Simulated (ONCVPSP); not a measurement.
**An ONCV potential for holmium, from input to tests**

Aim: build the potential from the settings below, then test how well it stands in for the atom: other configurations, scattering, ghost states and the plane-wave cutoff that it needs.

Program: ONCVPSP 4.0.1. Reference atom: PBE, scalar-relativistic, spherical and spin-unpolarised. All values are calculated.

## Step 1: The design

The settings as typed:

| Property | Result |
| --- | --- |
| element | holmium (Ho, Z = 67) |
| type | optimised norm-conserving Vanderbilt (ONCV) |
| frozen core | [Kr] 4d10 |
| valence charge | 21 |
| reference configuration | 4f11 5s2 5p6 5d0.5 6s1.5 |
| partial waves | 5s+6s: rc 2.20 bohr, ncon 4, nbas 8, qcut 5.4 1/bohr, 2 projectors; 5p: rc 1.90 bohr, ncon 4, nbas 7, qcut 7.6 1/bohr, 3 projectors, debl 0.4 Ha; 5d: rc 2.40 bohr, ncon 4, nbas 8, qcut 4.8 1/bohr, 2 projectors, debl 0.8 Ha; 4f: rc 1.15 bohr, ncon 4, nbas 8, qcut 14.1 1/bohr, 2 projectors, debl 0.8 Ha |
| local potential | polynomial inside 1.15 bohr (lpopt 4, dvloc0 6 Ha) |
| core correction | Teter function, fcfact 4.75, rcfact 1.7 |

## Step 2: Generating the potential

File Ho.dat:

```
# ATOM AND REFERENCE CONFIGURATION
# atsym  z   nc   nv     iexc    psfile
  Ho 67.00    9    5        4      upf
#
#   n    l    f
    1    0    2.00
    2    0    2.00
    2    1    6.00
    3    0    2.00
    3    1    6.00
    3    2   10.00
    4    0    2.00
    4    1    6.00
    4    2   10.00
    4    3   11.00
    5    0    2.00
    5    1    6.00
    5    2    0.50
    6    0    1.50
#
# PSEUDOPOTENTIAL AND OPTIMIZATION
# lmax
    3
#
#   l,   rc,      ep,       ncon, nbas, qcut
    0    2.20    0.00    4    8    5.40
    1    1.90    0.00    4    7    7.60
    2    2.40    0.00    4    8    4.80
    3    1.15    0.00    4    8   14.10
#
# LOCAL POTENTIAL
# lloc, lpopt,  rc(5),   dvloc0
    4    4    1.15    6.00
#
# VANDERBILT-KLEINMAN-BYLANDER PROJECTORs
# l, nproj, debl
    0    2    0.60
    1    3    0.40
    2    2    0.80
    3    2    0.80
#
# MODEL CORE CHARGE
# icmod, fcfact, rcfact
    3    4.75    1.70
#
# LOG DERIVATIVE ANALYSIS
# epsh1, epsh2, depsh
   -3.00    5.00    0.02
#
# OUTPUT GRID
# rlmax, drl
    6.00    0.01
#
# TEST CONFIGURATIONS
# ncnf
    4
# nvcnf
#   n    l    f
    5
    4    3   11.00
    5    0    2.00
    5    1    6.00
    5    2    0.00
    6    0    2.00
#
    5
    4    3   11.00
    5    0    2.00
    5    1    6.00
    5    2    0.00
    6    0    1.00
#
    5
    4    3   11.00
    5    0    2.00
    5    1    6.00
    5    2    0.00
    6    0    0.00
#
    6
    4    3   11.00
    5    0    2.00
    5    1    6.00
    5    2    0.00
    6    0    0.00
    6    1    2.00
#
```

On the command line:

```sh
$ oncvpsp.x < Ho.dat > Ho.out
```

Before running it: what results should come out? Wanted: cutoffs for 1 and 0.1 mHa per electron, occupied waves; bound ghosts; GHOST(+) flags; largest phase difference near zero energy, channels read; rms error of d²Exc/dn², without and with the model core; projector energies reset by the program.

The runs gave:

| quantity | value |
| --- | --- |
| cutoffs for 1 and 0.1 mHa per electron, occupied waves | 91 Ha and 155 Ha |
| bound ghosts | none found |
| GHOST(+) flags | none at low energy |
| largest phase difference near zero energy, channels read | 0.001 rad |
| rms error of d²Exc/dn², without and with the model core | 4.59 and 2.93 mHa |
| projector energies reset by the program | p: -0.937, 0.250, 0.650 Ha |

It counts as very hard, with 91 Ha needed at the looser tolerance. At the looser tolerance the 4f wave is the slowest; 5p needs 18 Ha. It is free of bound ghosts as far as tested. Near zero energy the phases of the channels with partial waves agree within 0.001 rad. These are tests on the free atom; a crystal test is still owed.
